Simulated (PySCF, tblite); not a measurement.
**C5H10FGaO: geometry, infrared bands and NMR shifts**

Wanted: the infrared bands and NMR shifts of C5H10FGaO (`C=CC(C)(C)[O][GaH][F]`), by calculation.

Computed with tblite 0.8.0 and PySCF 2.14.0, with density-fitted response routines of our own, on a single molecule in the gas phase. Atoms are numbered from 0 throughout.

## 1. The starting structure

18 atoms, charge 0, multiplicity 1; geometry from: force field or distance geometry start.

Bonds of the start (Å): C0–C1 1.33, C1–C2 1.51, C2–C3 1.53, C2–C4 1.49, C2–O5 1.37, O5–Ga6 1.67, Ga6–F7 1.85, C0–H8 1.09, C0–H9 1.10, C1–H10 1.06, C3–H11 1.11, C3–H12 1.11, C3–H13 1.10, C4–H14 1.11, C4–H15 1.12, C4–H16 1.12, Ga6–H17 1.67.

## 2. Relaxing the molecule with GFN2-xTB

The job: settings as JSON, then the geometry in Å.

```
{"job": {"kind": "relax", "xc": "GFN2-xTB", "basis": "xTB"}, "charge": 0, "multiplicity": 1}
C     -1.424700     1.855000    -0.218300
C     -1.475100     0.531500    -0.296900
C     -0.212300    -0.230400     0.045400
C     -0.032600    -1.319000    -1.015000
C     -0.411800    -0.897800     1.366600
O      0.812000     0.676400    -0.011700
Ga     2.455300     0.928800     0.156200
F      3.792500    -0.303700     0.499700
H     -0.480600     2.320200     0.079700
H     -2.326000     2.442100    -0.445000
H     -2.339500    -0.027800    -0.565000
H      0.654600    -2.091800    -0.613500
H     -1.014000    -1.776300    -1.272700
H      0.384400    -0.789400    -1.888100
H     -1.451300    -0.747100     1.736200
H     -0.252000    -2.006600     1.330800
H      0.320200    -0.525900     2.129800
H      2.992200     1.967800    -1.029900
```

Run with:

```sh
> OMP_NUM_THREADS=1 python probes_run.py task.json out
```

This one command runs all jobs of the session in turn.

Output:

```text
step      E/eV     max force
  0    -703.13164    2.536
  1    -703.38469    1.714
  2    -703.52313    1.132
  3    -703.59740    0.837
  4    -703.65565    0.777
  5    -703.70159    0.610
  6    -703.72793    0.460
  7    -703.75760    0.482
  8    -703.77914    0.398
  9    -703.79340    0.264
 10    -703.80126    0.187
 11    -703.80785    0.222
 12    -703.81320    0.234
 13    -703.81806    0.164
 14    -703.82120    0.119
 15    -703.82321    0.114
 16    -703.82501    0.115
 17    -703.82719    0.111
 18    -703.82940    0.122
 19    -703.83139    0.094
 20    -703.83342    0.115
 21    -703.83605    0.136
 22    -703.83966    0.189
 23    -703.84445    0.194
 24    -703.85025    0.202
 25    -703.85633    0.190
 26    -703.86139    0.141
 27    -703.86496    0.142
 28    -703.86752    0.140
 29    -703.86979    0.113
 30    -703.87183    0.123
 31    -703.87340    0.136
 32    -703.87521    0.148
 33    -703.87745    0.148
 34    -703.88329    0.152
 35    -703.88645    0.203
 36    -703.89198    0.201
 37    -703.89634    0.145
 38    -703.90163    0.161
 39    -703.90566    0.184
 40    -703.90892    0.207
 41    -703.91354    0.177
 42    -703.92020    0.116
 43    -703.92483    0.135
 44    -703.92758    0.126
 45    -703.93004    0.120
 46    -703.93298    0.110
 47    -703.93565    0.105
 48    -703.93838    0.142
 49    -703.94059    0.150
 50    -703.94328    0.148
 51    -703.94777    0.144
 52    -703.95263    0.161
 53    -703.95672    0.141
 54    -703.95967    0.133
 55    -703.96262    0.154
 56    -703.96637    0.223
 57    -703.96965    0.261
 58    -703.97656    0.185
 59    -703.98375    0.153
 60    -703.98922    0.148
 61    -703.99227    0.137
 62    -703.99572    0.157
 63    -703.99826    0.147
 64    -703.99995    0.100
 65    -704.00108    0.105
 66    -704.00195    0.060
 67    -704.00241    0.052
 68    -704.00287    0.055
 69    -704.00383    0.069
 70    -704.00462    0.064
 71    -704.00505    0.056
 72    -704.00525    0.041
 73    -704.00541    0.041
 74    -704.00574    0.047
 75    -704.00609    0.051
 76    -704.00637    0.033
 77    -704.00655    0.030
 78    -704.00670    0.034
 79    -704.00691    0.035
 80    -704.00717    0.043
 81    -704.00743    0.032
 82    -704.00766    0.035
 83    -704.00791    0.039
 84    -704.00829    0.051
 85    -704.00884    0.061
 86    -704.00949    0.055
 87    -704.01005    0.068
 88    -704.01050    0.059
 89    -704.01102    0.060
 90    -704.01173    0.073
 91    -704.01262    0.077
 92    -704.01351    0.090
 93    -704.01420    0.074
 94    -704.01469    0.049
 95    -704.01508    0.040
 96    -704.01536    0.035
 97    -704.01556    0.038
 98    -704.01572    0.028
 99    -704.01585    0.024
100    -704.01595    0.024
101    -704.01604    0.023
102    -704.01613    0.023
103    -704.01622    0.022
104    -704.01629    0.022
105    -704.01638    0.025
106    -704.01649    0.033
107    -704.01662    0.031
108    -704.01673    0.028
109    -704.01679    0.018
110    -704.01684    0.015
111    -704.01691    0.017
112    -704.01697    0.019
113    -704.01702    0.019
114    -704.01705    0.015
115    -704.01710    0.017
116    -704.01716    0.017
117    -704.01724    0.017
118    -704.01731    0.020
119    -704.01737    0.020
120    -704.01744    0.021
121    -704.01754    0.022
122    -704.01766    0.018
123    -704.01774    0.016
124    -704.01778    0.016
125    -704.01781    0.014
126    -704.01783    0.011
127    -704.01786    0.010
128    -704.01789    0.009
```

Wall time 3.9 s (1 thread of Intel Xeon at 2.50GHz, shared host); peak memory 0.18 GiB.

Relaxation path: (not every step is listed)

| step | energy from step 0 (eV) | largest force (eV/Å) |
| --- | --- | --- |
| 0 | 0.0000 | 2.5361 |
| 1 | -0.2531 | 1.7142 |
| 2 | -0.3915 | 1.1321 |
| 3 | -0.4658 | 0.8370 |
| 4 | -0.5240 | 0.7770 |
| 5 | -0.5700 | 0.6100 |
| 6 | -0.5963 | 0.4600 |
| 7 | -0.6260 | 0.4822 |
| 8 | -0.6475 | 0.3976 |
| 19 | -0.6998 | 0.0935 |
| 30 | -0.7402 | 0.1226 |
| 41 | -0.7819 | 0.1773 |
| 52 | -0.8210 | 0.1612 |
| 63 | -0.8666 | 0.1470 |
| 74 | -0.8741 | 0.0467 |
| 85 | -0.8772 | 0.0606 |
| 96 | -0.8837 | 0.0352 |
| 107 | -0.8850 | 0.0314 |
| 118 | -0.8857 | 0.0200 |
| 123 | -0.8861 | 0.0161 |
| 124 | -0.8861 | 0.0158 |
| 125 | -0.8862 | 0.0136 |
| 126 | -0.8862 | 0.0110 |
| 127 | -0.8862 | 0.0104 |
| 128 | -0.8863 | 0.0091 |

Distances of close pairs at the start and the end, largest changes first:

| bond | before (Å) | after (Å) | change (Å) |
| --- | --- | --- | --- |
| Ga6–H17 | 1.666 | 1.502 | -0.163 |
| Ga6–F7 | 1.851 | 1.754 | -0.097 |
| O5–Ga6 | 1.671 | 1.719 | +0.048 |
| C2–O5 | 1.369 | 1.416 | +0.046 |
| C2–C4 | 1.494 | 1.534 | +0.041 |
| C4–H16 | 1.121 | 1.089 | -0.032 |
| C4–H15 | 1.121 | 1.092 | -0.028 |
| C4–H14 | 1.113 | 1.087 | -0.026 |

The next job starts from the end point, and lists it.

## 3. Infrared spectrum with GFN2-xTB

The job: settings as JSON, then the geometry in Å.

```
{"job": {"kind": "ir", "xc": "GFN2-xTB", "basis": "xTB"}, "charge": 0, "multiplicity": 1}
C     -1.582530     1.914469    -0.370041
C     -1.506721     0.609072    -0.204179
C     -0.228516    -0.175819    -0.019498
C     -0.142850    -1.265063    -1.095339
C     -0.225024    -0.818737     1.373747
O      0.886375     0.687870    -0.142118
Ga     2.589020     0.588772     0.075002
F      3.447313    -0.841895     0.614812
H     -0.697031     2.526877    -0.385841
H     -2.526027     2.417528    -0.495464
H     -2.396405    -0.005806    -0.186232
H      0.791363    -1.815684    -0.964761
H     -0.981506    -1.952344    -1.019532
H     -0.146153    -0.802602    -2.080658
H     -1.070883    -1.490424     1.496149
H      0.705114    -1.377137     1.501242
H     -0.274472    -0.037719     2.131337
H      3.350177     1.844959    -0.240282
```

Output:

```text
mode    cm-1     km/mol
  1      13.3      1.11
  2      51.7      0.46
  3      58.5      1.64
  4      87.7     13.97
  5     142.5     20.36
  6     204.7     13.82
  7     206.3      3.58
  8     246.8      0.16
  9     292.9      0.05
 10     306.9     41.67
 11     336.7      1.15
 12     405.7      2.70
 13     434.7     26.71
 14     445.0     15.22
 15     465.9    109.23
 16     478.9     14.64
 17     587.2     23.22
 18     665.7      2.64
 19     790.0      9.76
 20     897.3      8.91
 21     931.7     16.37
 22     944.3      0.66
 23     986.1     87.10
 24    1003.7      3.78
 25    1020.0     15.87
 26    1023.8      7.06
 27    1173.1     89.57
 28    1180.1     27.93
 29    1221.9     19.23
 30    1287.2     12.06
 31    1377.2      7.76
 32    1392.7      5.06
 33    1395.3      1.35
 34    1460.7      1.82
 35    1469.6      0.28
 36    1471.8      4.67
 37    1483.7      5.49
 38    1714.0      7.64
 39    1905.2    157.98
 40    2969.1      0.67
 41    2974.3     54.59
 42    3015.8     21.43
 43    3026.0     18.87
 44    3034.2      0.49
 45    3038.9     39.65
 46    3059.4     51.10
 47    3105.2     16.56
 48    3132.4     43.13
```

It took 4.3 s on 1 thread of Intel Xeon at 2.50GHz, shared host; peak memory 0.18 GiB.

The strongest bands and the atoms that carry them (share of the mass-weighted mode):

| cm⁻¹ | km/mol | atoms |
| --- | --- | --- |
| 307 | 41.7 | H17 87 % |
| 466 | 109.2 | F7 42 %, Ga6 24 % |
| 986 | 87.1 | O5 31 %, C2 15 %, H16 10 %, H13 10 % |
| 1173 | 89.6 | C2 45 % |
| 1905 | 158.0 | H17 99 % |
| 2974 | 54.6 | H15 47 %, H11 46 % |
| 3059 | 51.1 | H10 88 % |
| 3132 | 43.1 | H8 52 %, H9 37 % |

## 4. NMR shieldings: PBE0/pcSseg-1

Same as in step 3 but for these lines:

```diff
@@ -1,2 +1,2 @@
-{"job": {"kind": "ir", "xc": "GFN2-xTB", "basis": "xTB"}, "charge": 0, "multiplicity": 1}
+{"job": {"kind": "nmr", "xc": "PBE0", "basis": "pcSseg-1"}, "charge": 0, "multiplicity": 1}
 C     -1.582530     1.914469    -0.370041
```

With the program's defaults for keys left out, this is: GIAO PBE0/pcSseg-1 NMR shielding, non-relativistic, gas phase.

Output:

```text
coarse grid: 68520 points
cycle   1  E = -2295.3537269580  dE =  2.827e-01  |g| = 1.372e+00  |ddm| = 3.828e+00
cycle   2  E = -2294.8140631330  dE =  5.397e-01  |g| = 2.240e+00  |ddm| = 2.140e+00
cycle   3  E = -2295.5810901013  dE = -7.670e-01  |g| = 3.281e-01  |ddm| = 1.608e+00
cycle   4  E = -2295.5993888292  dE = -1.830e-02  |g| = 1.051e-01  |ddm| = 2.877e-01
cycle   5  E = -2295.6007799283  dE = -1.391e-03  |g| = 4.561e-02  |ddm| = 8.946e-02
cycle   6  E = -2295.6011148290  dE = -3.349e-04  |g| = 6.488e-03  |ddm| = 2.834e-02
cycle   7  E = -2295.6011206573  dE = -5.828e-06  |g| = 1.857e-03  |ddm| = 5.064e-03
final grid: 145864 points
cycle   8  E = -2295.6010929790  dE =  6.690e-08  |g| = 2.290e-03  |ddm| = 3.856e-03
cycle   9  E = -2295.6010923693  dE =  6.097e-07  |g| = 3.020e-03  |ddm| = 3.087e-03
cycle  10  E = -2295.6010937547  dE = -1.385e-06  |g| = 3.721e-04  |ddm| = 1.836e-03
cycle  11  E = -2295.6010937811  dE = -2.640e-08  |g| = 4.132e-05  |ddm| = 2.666e-04
cycle  12  E = -2295.6010937814  dE = -2.983e-10  |g| = 1.255e-05  |ddm| = 4.082e-05
converged SCF energy = -2295.6010937814

GIAO shielding tensors (ppm)
atom      isotropic    diamagn.    paramagn.     s11        s22        s33       span
  0 C       69.066     253.263    -184.197    -43.087     74.930    175.354    218.442
  1 C       34.357     258.509    -224.152    -89.414     52.485    139.999    229.412
  2 C      107.392     238.368    -130.977     85.302     93.254    143.618     58.316
  3 C      150.272     250.257     -99.985    126.275    141.439    183.101     56.826
  4 C      149.995     251.077    -101.083    127.711    139.339    182.934     55.222
  5 O      193.467     403.420    -209.952     99.571    230.778    250.053    150.482
  6 Ga    1502.629    2641.268   -1138.639   1251.399   1541.854   1714.635    463.236
  7 F      317.660     477.030    -159.370    184.003    376.413    392.563    208.561
  8 H       25.734      32.261      -6.526     22.621     23.664     30.919      8.298
  9 H       26.263      28.558      -2.295     23.735     25.219     29.835      6.100
 10 H       25.573      32.420      -6.848     23.211     24.545     28.961      5.750
 11 H       30.273      32.142      -1.869     26.627     30.178     34.012      7.385
 12 H       30.279      31.483      -1.204     26.496     27.703     36.636     10.141
 13 H       30.143      31.215      -1.072     27.389     27.775     35.266      7.877
 14 H       30.251      31.604      -1.353     26.413     27.745     36.595     10.182
 15 H       30.015      32.446      -2.431     26.150     30.216     33.679      7.530
 16 H       30.295      31.661      -1.367     27.749     27.946     35.188      7.440
 17 H       26.880      28.356      -1.475     19.502     20.831     40.308     20.806
```

Run time: 2.9 min. Hardware: 1 thread of Intel Xeon at 2.50GHz, shared host; peak memory 0.9 GiB.

Shifts follow as δ = σ(reference) − σ, with reference shieldings (ppm) from runs at the same level and on the same kind of geometry: ¹H TMS 31.72, ¹³C TMS 186.9, ¹⁹F CFCl3 170.9, ¹⁷O H2O 336.1. The references are single molecules in the gas phase, so shifts against H2O, NH3, PH3, H3PO4 or CFCl3 are not on the usual liquid scales and can be off by tens of ppm. Atoms listed in one row are averaged.

| atoms | environment | σ (ppm) | δ (ppm) |
| --- | --- | --- | --- |
| C1 | alkene CH | 34.4 | 152.6 |
| C0 | terminal =CH2 carbon | 69.1 | 117.9 |
| C2 | allylic fully substituted sp3 carbon bonded to O | 107.4 | 79.5 |
| C3, C4 | methyl carbon | 150.1 | 36.8 |
| H10 | hydrogen on an alkene CH | 25.57 | 6.14 |
| H8 | hydrogen on a terminal =CH2 carbon | 25.73 | 5.98 |
| H9 | hydrogen on a terminal =CH2 carbon | 26.26 | 5.45 |
| H17 | hydrogen on a Ga bonded to F, O | 26.88 | 4.84 |
| H11, H12, H13, H14, H15, H16 | hydrogen on a methyl carbon | 30.21 | 1.51 |
| O5 | oxygen bonded to C, Ga | 193.5 | 142.6 |
| Ga6 | Ga bonded to F, O, H | 1503 | – |
| F7 | fluorine bonded to Ga | 317.7 | -146.7 |

Charges from the same density, by scheme (e):

| atoms | Mulliken | IAO | Hirshfeld | ESP fit |
| --- | --- | --- | --- | --- |
| C0 | -0.10 | -0.32 | -0.11 | -0.36 |
| C1 | -0.20 | -0.15 | -0.05 | -0.36 |
| C2 | -0.06 | 0.24 | 0.09 | 0.87 |
| C3, C4 | -0.20 | -0.42 | -0.13 | -0.60 |
| O5 | -0.73 | -0.60 | -0.25 | -0.69 |
| Ga6 | 1.02 | 1.04 | 0.60 | 1.04 |
| F7 | -0.50 | -0.54 | -0.31 | -0.47 |

Mayer bond orders: C0–C1 2.01, C1–C2 0.96, C2–C3 1.02, C2–C4 1.02, C2–O5 0.84, O5–Ga6 0.89, Ga6–F7 0.82.

Orbitals, density, ELF and potential are computed afterwards from the orbital file.

Frontier orbitals at PBE0/pcSseg-1, with the share of their density that lies nearest to each atom:

| orbital | energy (eV) | lies on |
| --- | --- | --- |
| HOMO | -7.49 | C0, C1 about 34 % each |
| LUMO | -0.72 | Ga6 49 %; H17 22 %; F7 11 % |

ELF in a plane through or near 10 of the atoms.

Ten even steps from ' ' (0.00) to '@' (1.00):
```
                                                        
                                                        
            ::++**==..                                  
          **@@@@@@@@%%          ::::                    
        ::@@@@@@@@@@@@        ++@@@@--                  
        ::%%@@@@@@@@++        ##@@@@##::**%%##..        
          ..++--::::..::++++..--@@@@##%%@@@@@@##        
          ....::##**::##%%%%==  ----%%**@@@@@@##        
      ..++##**..====..%%++##==..==%%##++++**==..        
      ::##**++##::..--++####::%%##%%====                
      ::##%%%%##--    ..--::@@**%%--@@@@##..            
        --++**==..      ::**++--::%%@@@@@@**            
          ....            ....    --@@@@@@--            
                                      ::..              
                                                        
                                                        
                                                        
                                                        
                                                        
                                                        
```
The map spans 12.4 Å across and 10.7 Å up, centred on the molecule. Atoms in the plane (x, y in Å): C0 (2.1, 1.4), C1 (1.6, 0.2), C2 (0.2, -0.2), O5 (-0.6, 0.9), Ga6 (-2.3, 1.3), F7 (-3.6, 0.1), H8 (1.4, 2.2), H9 (3.1, 1.6), H10 (2.3, -0.7), H17 (-2.7, 2.7).

On the surface of density 0.002 e/bohr³ the electrostatic potential runs, from the 1st to the 99th percentile, from -1.40 V near F7 to 2.76 V near Ga6.

## 5. Outcome

```
                                                               quantity                             value
                              strongest single infrared mode (GFN2-xTB)             1905 cm⁻¹, 158 km/mol
                                           zero-point energy (GFN2-xTB)                     84.2 kcal/mol
¹³C shifts against TMS (PBE0/pcSseg-1, means over atoms taken as alike)      152.6, 117.9, 79.5, 36.8 ppm
 ¹H shifts against TMS (PBE0/pcSseg-1, means over atoms taken as alike)  6.14, 5.98, 5.45, 4.84, 1.51 ppm
                                 ¹⁷O shifts against H2O (PBE0/pcSseg-1)                         142.6 ppm
                               ¹⁹F shifts against CFCl3 (PBE0/pcSseg-1)                        -146.7 ppm
                                       shieldings of Ga (PBE0/pcSseg-1)                    Ga6 1502.6 ppm
                                  surface potential, 1st and 99th percentile                -1.40 V and 2.76 V
```

**Reading.** The optimisation took 128 steps and gained 0.886 eV; among the close pairs (by a distance rule), Ga6–H17 changed most, from 1.666 to 1.502 Å. No mode is imaginary among the 48: a minimum at this level. The strongest single mode, at 1905 cm⁻¹, moves mainly H17. GFN2-xTB is a fitted tight-binding method: band positions and strengths are rough. Its intensities can rank the bands wrongly. The most deshielded carbon is C1 (alkene CH), at 152.6 ppm: the olefinic region. The most deshielded hydrogen is H10 (hydrogen on an alkene CH), at 6.14 ppm: attached to an sp2 carbon and in the plane of the double bond. At PBE0/pcSseg-1: The widest tensor belongs to Ga6: span 463 ppm, with a paramagnetic part of -1139 ppm. At PBE0/pcSseg-1, counted by nearest atom on the grid, the HOMO lies on C0, C1 about 34 % each, the LUMO on Ga6 49 %; H17 22 %. Spin-orbit coupling is left out, which matters for shieldings and couplings at and beside the heavy atoms.
